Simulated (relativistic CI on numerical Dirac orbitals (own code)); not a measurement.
**Co⁺: 1s photoemission with charge transfer**

Aim: the 1s photoemission spectrum of Co⁺ in a cubic metal-ligand cluster, for 5 values of Veg.

The numbers are computed with relativistic CI on numerical Dirac orbitals (own code) version 3 (charge-transfer multiplet model of a cubic metal-ligand cluster with up to 3 ligand holes, Slater and spin-orbit integrals from Dirac-Coulomb-Breit ions, Slater integrals scaled by 0.9), except any that are marked as measured or tabulated.

## Step 1: The system

| Quantity | Value |
| --- | --- |
| ion | Co⁺ (Co II) |
| nuclear charge | 27 |
| electrons | 26 |
| d electrons | 8 |
| ligand holes at most | 2 |
| parameters | in eV; Veg, Vt2g hoppings, tenDq and tenDqL metal and ligand splittings (negative tenDq: tetrahedral), red the scaling of hopping with a core hole |
| temperature | 300 K |
| widths | Lorentz 1.1 eV, Gauss 0.6 eV |

## Step 2: Veg = 2.45 eV

Input settings:

```ini
cluster ion=Co1+ d8 ligand_holes=3 slater_scale=0.9
Delta=4.5 Udd=7.2 Upd=8.4 tenDq=1 tenDqL=0 Veg=2.45 Vt2g=-1.17 red=1
spectrum xps 1s T=300 lorentz=1.1 gauss=0.6
```

Run with:

```console
> python run_levels.py task.json out
```

One command runs all members of the session, one after another, from task.json.

## Step 3: Veg = 1.55 eV

Input settings:

```ini
cluster ion=Co1+ d8 ligand_holes=3 slater_scale=0.9
Delta=4.5 Udd=7.2 Upd=8.4 tenDq=1 tenDqL=0 Veg=1.55 Vt2g=-0.74 red=1
spectrum xps 1s T=300 lorentz=1.1 gauss=0.6
```

## Step 4: Veg = 1.85 eV

Input settings:

```ini
cluster ion=Co1+ d8 ligand_holes=3 slater_scale=0.9
Delta=4.5 Udd=7.2 Upd=8.4 tenDq=1 tenDqL=0 Veg=1.85 Vt2g=-0.88 red=1
spectrum xps 1s T=300 lorentz=1.1 gauss=0.6
```

## Step 5: Veg = 2.15 eV

Input settings:

```ini
cluster ion=Co1+ d8 ligand_holes=3 slater_scale=0.9
Delta=4.5 Udd=7.2 Upd=8.4 tenDq=1 tenDqL=0 Veg=2.15 Vt2g=-1.03 red=1
spectrum xps 1s T=300 lorentz=1.1 gauss=0.6
```

## Step 6: Veg = 3.35 eV

Input settings:

```ini
cluster ion=Co1+ d8 ligand_holes=3 slater_scale=0.9
Delta=4.5 Udd=7.2 Upd=8.4 tenDq=1 tenDqL=0 Veg=3.35 Vt2g=-1.6 red=1
spectrum xps 1s T=300 lorentz=1.1 gauss=0.6
```

(Steps that only read results are left out.)

Before running it: what results should come out? Wanted: d count; ground spin.

As calculated:

| run | d count | weight without ligand hole | ground S | up to four highest peaks (% of the highest), eV from the first main peak |
| --- | --- | --- | --- | --- |
| Veg = 2.45 eV | 8.19 | 0.81 | 1.00 | 0.0 (100), 6.5 (50), 10.4 (6) |
| Veg = 1.55 eV | 8.10 | 0.90 | 1.00 | 0.0 (100), 4.7 (93), 6.9 (13) |
| Veg = 1.85 eV | 8.13 | 0.87 | 1.00 | 0.0 (100), 5.3 (73), 8.2 (10) |
| Veg = 2.15 eV | 8.16 | 0.84 | 1.00 | 0.0 (100), 5.9 (59), 9.2 (8) |
| Veg = 3.35 eV | 8.28 | 0.73 | 1.00 | 0.0 (100), 8.2 (33) |

| quantity | value |
| --- | --- |
| d count | 8.10 to 8.28 |
| ground spin (effective S from ⟨S²⟩) | 1.00 |

From Veg = 1.55 eV to Veg = 3.35 eV the ground-state d count goes from 8.10 to 8.28. In the first run d8 holds 81 % of the ground state. The cluster parameters are drawn, not fitted to a compound.
